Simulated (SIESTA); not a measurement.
HfIn4SiO6:

```
Hf In Si O
1.0
     5.27743    0.00000    0.00000
    -2.63872    4.57039    0.00000
     0.00000    0.00000   10.55905
Hf In Si O
1 4 1 6
Direct
  0.66667 0.33333 0.00000
  0.00000 0.00000 0.30446
  0.00000 0.00000 0.69554
  0.33333 0.66667 0.78919
  0.33333 0.66667 0.21081
  0.00000 0.00000 0.00000
  0.97300 0.70496 0.89972
  0.29504 0.02700 0.10028
  0.29504 0.26804 0.89972
  0.73196 0.70496 0.10028
  0.73196 0.02700 0.89972
  0.97300 0.26804 0.10028
```

The cell was built by a generator and needn't be a form met in nature.

Base run:

- Program: SIESTA 5.4.2
- Functional: PBE
- Potentials or basis: PseudoDojo 0.4 standard (PBE files)
- Basis: DZP (energy shift 0.003 Ry; two zetas on semicore shells)
- Grid cutoff: 800 Ry
- Energy shift: 0.003 Ry
- k mesh: 6 × 6 × 3
- Occupations: fermi-dirac, width 0.05 eV
- Spin: no spin polarisation

Its results: band gap on the k mesh none (metal or under the smearing width); pressure 1.2 GPa; largest force 0.176 eV/Å.

**Question.** The run is repeated on the same cell with these changes: functional from PBE to LDA; potentials or basis from PseudoDojo 0.4 standard (PBE files) to PseudoDojo 0.4 standard (LDA files). What comes out?

**Answer.** Band gap on the k mesh none (metal or under the smearing width); pressure -4.6 GPa; largest force 0.481 eV/Å.

Caveats: short orbitals over semicore shells can move pressures by several GPa; spin-orbit coupling is left out, which moves the levels of the heavy elements; the basis of atomic orbitals isn't converged, which shifts pressures, moduli and gaps.
